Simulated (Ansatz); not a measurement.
# C2H4AlBS: a ladder of functionals and wavefunction methods

How much do the methods differ for C2H4AlBS? The plan is to run it at one geometry with functionals of several rungs and with coupled cluster, and see how far each lands from CCSD(T) at the basis-set limit for the atomisation energy.

The runs use Ansatz 0.2.0, Gaussian basis; functionals in def2-TZVPP, the program's frozen cores in correlated methods.

The runs, in order: LDA (SPW92), PBE-D4, revPBE-D4, BLYP-D4, r2SCAN-D4, B97M-V, PBE0-D4, B3LYP-D4, r2SCANh-D4, r2SCAN0-D4, HSE06-D4, BHLYP-D4, CAM-B3LYP-D4, LC-ωPBE, ωB97X-V, ωB97M-V, B2PLYP, PBE-QIDH; CCSD(T)/def2-SVP; CCSD(T)/def2-TZVPP; MP2/def2-QZVPP; extrapolation to the limit; RPA on PBE.

## (1) The geometry

All runs share one geometry, relaxed beforehand with PBE0-D4 in a triple-zeta def2 set.

9 atoms, charge 0, spin multiplicity 1.

Atoms are counted from 1 here; the program's logs count them from 0.

Bond lengths: C1–Al2 1.929 Å, C1–H6 1.091 Å, C1–H7 1.093 Å, C1–H8 1.093 Å, Al2–B3 2.274 Å, Al2–C4 1.927 Å, Al2–S5 2.194 Å, B3–C4 1.344 Å, B3–H9 1.176 Å, C4–S5 1.756 Å. Angles: Al2–C1–H6 111.6°, Al2–C1–H7 109.9°, Al2–C1–H8 109.8°, H6–C1–H7 108.8°, H6–C1–H8 108.8°, H7–C1–H8 107.8°, C1–Al2–B3 132.6°, C1–Al2–C4 168.8°, C1–Al2–S5 141.3°, B3–Al2–C4 36.1°, B3–Al2–S5 86.0°, C4–Al2–S5 49.9°, Al2–B3–C4 57.7°, Al2–B3–H9 128.7°, C4–B3–H9 173.6°, Al2–C4–B3 86.1°, Al2–C4–S5 73.0°, B3–C4–S5 159.1° and more.

## (2) LDA

This LDA is Slater exchange with PW92 correlation.

in.yaml reads:

```yaml
crystal:
  periodic: [false, false, false]
  atoms:
    - {symbol: C, position_ang: [-0.747570, -1.138251, -1.037550]}
    - {symbol: Al, position_ang: [0.379866, 0.189702, -0.208350]}
    - {symbol: B, position_ang: [0.340112, 1.184556, 1.836404]}
    - {symbol: C, position_ang: [1.272378, 1.477779, 0.913090]}
    - {symbol: S, position_ang: [2.150358, 1.423684, -0.606128]}
    - {symbol: H, position_ang: [-1.539984, -1.468687, -0.364997]}
    - {symbol: H, position_ang: [-0.148910, -2.004344, -1.329453]}
    - {symbol: H, position_ang: [-1.202432, -0.726103, -1.941504]}
    - {symbol: H, position_ang: [-0.415419, 1.015162, 2.721487]}
basis:
  gaussian: {orbitals: def2-TZVPP}
hamiltonian: {xc: lda}
output: {orbitals: {seedname: orbitals}}
```

Started as:

```sh
> ansatz run in.yaml --threads 2 --pin off --events-out ev --progress --plain --max-ram 4352MiB
```

Further steps of the session: PBE-D4 (GGA); revPBE-D4 (GGA); BLYP-D4 (GGA); r2SCAN-D4 (meta-GGA); B97M-V (meta-GGA); B3LYP-D4 (hybrid); r2SCANh-D4 (hybrid); r2SCAN0-D4 (hybrid); HSE06-D4 (hybrid); BHLYP-D4 (hybrid); CAM-B3LYP-D4 (range-separated); LC-ωPBE (range-separated); ωB97X-V (range-separated); ωB97M-V (range-separated); B2PLYP (double hybrid); PBE-QIDH (double hybrid); CCSD(T) in def2-SVP; CCSD(T) in def2-TZVPP; MP2 in def2-QZVPP; RPA on PBE orbitals.

Q: Predict the results of all the runs planned. Wanted: atomisation energy, CCSD(T)/CBS; farthest beyond LDA; mean size of error, GGA; mean size of error, meta-GGA; mean size of error, hybrid; mean size of error, range-separated; mean size of error, double hybrid; gap, smallest and largest; T1 diagnostic.

As calculated:

| quantity | value |
| --- | --- |
| atomisation energy, CCSD(T)/CBS | 3316.4 kJ/mol |
| functionals within 16.6 kJ/mol (0.5 %) | BLYP-D4, B3LYP-D4, r2SCAN0-D4, CAM-B3LYP-D4, LC-ωPBE, ωB97X-V |
| farthest beyond LDA | PBE-D4 (+109.6 kJ/mol) |
| mean size of error, GGA | 46.6 kJ/mol |
| mean size of error, meta-GGA | 57.7 kJ/mol |
| mean size of error, hybrid | 40.7 kJ/mol |
| mean size of error, range-separated | 11.3 kJ/mol |
| mean size of error, double hybrid | 25.0 kJ/mol |
| gap, smallest and largest | 2.38 eV (BLYP-D4), 8.85 eV (LC-ωPBE) |
| T1 diagnostic | 0.0138 |
| triples share of the correlation energy | 5.1 % |

The LDA atomisation energy is off by 514.1 kJ/mol (16 %): it overbinds. PBE-D4 misses by +109.6 kJ/mol. Double hybrids carry the basis error of their MP2 part in triple zeta, and no dispersion term here, so their miss is partly the set-up's. Taken by rung, range-separated functionals do best (11.3 kJ/mol on average) and meta-GGA ones worst beyond LDA (57.7 kJ/mol). The reference freezes the cores and leaves out relativity and excitations past (T), so misses under about 16.6 kJ/mol can't be ranked. Hartree-Fock recovers 73 % of the binding; the rest is correlation. CCSD(T) in def2-SVP is off by -189.7 kJ/mol, worse than the median functional, from the basis alone. The gap grows from 2.4 to 8.8 eV across the functionals, mostly with the share of exact exchange.
